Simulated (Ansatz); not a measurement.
# BH₃Se: vertical ionisation energy

An exercise on one series of results from a longer session: the logs are not shown, and one member is left open.

The runs use Ansatz 0.2.0, Gaussian basis; unrestricted cation, the program's frozen cores in correlated methods.

Levels to be run: UKS PBE-D4/def2-TZVPP; UKS r2SCAN-D4/def2-TZVPP; UKS PBE0-D4/def2-TZVPP; UKS B3LYP-D4/def2-TZVPP; UKS wB97X-V/def2-TZVPP; UKS wB97M-V/def2-TZVPP; UKS B2PLYP/def2-TZVPP; UHF-CCSD(T)/def2-TZVPP; UHF-MP2/def2-QZVPP; extrapolation to the limit; then −ε(HOMO) from the neutral's earlier runs with LDA (SPW92), PBE-D4, revPBE-D4, BLYP-D4, r2SCAN-D4, B97M-V, PBE0-D4, B3LYP-D4, r2SCANh-D4, r2SCAN0-D4, HSE06-D4, BHLYP-D4, CAM-B3LYP-D4, LC-ωPBE, ωB97X-V, ωB97M-V.

### The geometry

The geometry comes from an earlier relaxation with PBE0-D4 in a triple-zeta def2 set; it is a stationary point.

SMILES `B[SeH]`, 5 atoms, charge 0, spin multiplicity 1.

Atoms are counted from 1 here; the program's logs count them from 0.

Bond lengths: B1–Se2 1.899 Å, B1–H3 1.189 Å, B1–H4 1.191 Å, Se2–H5 1.470 Å. Angles: Se2–B1–H3 121.0°, Se2–B1–H4 115.7°, H3–B1–H4 123.2°, B1–Se2–H5 97.7°.

Geometry (Å):

| atom | x (Å) | y (Å) | z (Å) |
| --- | --- | --- | --- |
| B1 | -0.1148 | -0.6380 | 0.0434 |
| Se2 | 1.0353 | 0.8605 | -0.1468 |
| H3 | -1.2930 | -0.4999 | 0.1254 |
| H4 | 0.4216 | -1.7009 | 0.0734 |
| H5 | 0.0008 | 1.9048 | -0.1369 |

The first run:

The input, in.yaml:

```yaml
crystal:
  periodic: [false, false, false]
  atoms:
    - {symbol: B, position_ang: [-0.114826, -0.638031, 0.043382]}
    - {symbol: Se, position_ang: [1.035340, 0.860511, -0.146800]}
    - {symbol: H, position_ang: [-1.292959, -0.499880, 0.125436]}
    - {symbol: H, position_ang: [0.421553, -1.700880, 0.073370]}
    - {symbol: H, position_ang: [0.000793, 1.904780, -0.136888]}
basis:
  gaussian: {orbitals: def2-TZVPP}
total_charge: 1
magnetization: {spin_polarized: true, initial_magnetization: 1}
hamiltonian: {xc: pbe, dispersion: d4}
```

Among the steps run: Cation, UKS PBE-D4/def2-TZVPP; Cation, UKS r2SCAN-D4/def2-TZVPP; Cation, UKS PBE0-D4/def2-TZVPP; Cation, UKS B3LYP-D4/def2-TZVPP; Cation, UKS wB97X-V/def2-TZVPP; Cation, UKS wB97M-V/def2-TZVPP; Cation, UKS B2PLYP (frozen core)/def2-TZVPP; Cation, UHF-CCSD(T)/def2-TZVPP; Cation, UHF-MP2/def2-QZVPP.

One of the session's tables, all rows but one given; the rest of the session is left out.

For comparison, −ε(HOMO) of the neutral from earlier runs:

```
  functional  −ε(HOMO) (eV)
 LDA (SPW92)              ?
      PBE-D4           6.89
   revPBE-D4           6.83
     BLYP-D4           6.70
   r2SCAN-D4           7.12
      B97M-V           7.12
     PBE0-D4           7.93
    B3LYP-D4           7.69
  r2SCANh-D4           7.51
  r2SCAN0-D4           8.09
    HSE06-D4           7.54
    BHLYP-D4           8.80
CAM-B3LYP-D4           9.17
     LC-ωPBE          10.52
     ωB97X-V          10.17
     ωB97M-V          10.06
```

Estimate the missing values for LDA (SPW92).

**Answer.** −ε(HOMO) (eV): 7.06. In the column «−ε(HOMO) (eV)» it lies between PBE-D4 (6.89) and r2SCAN-D4 (7.12).
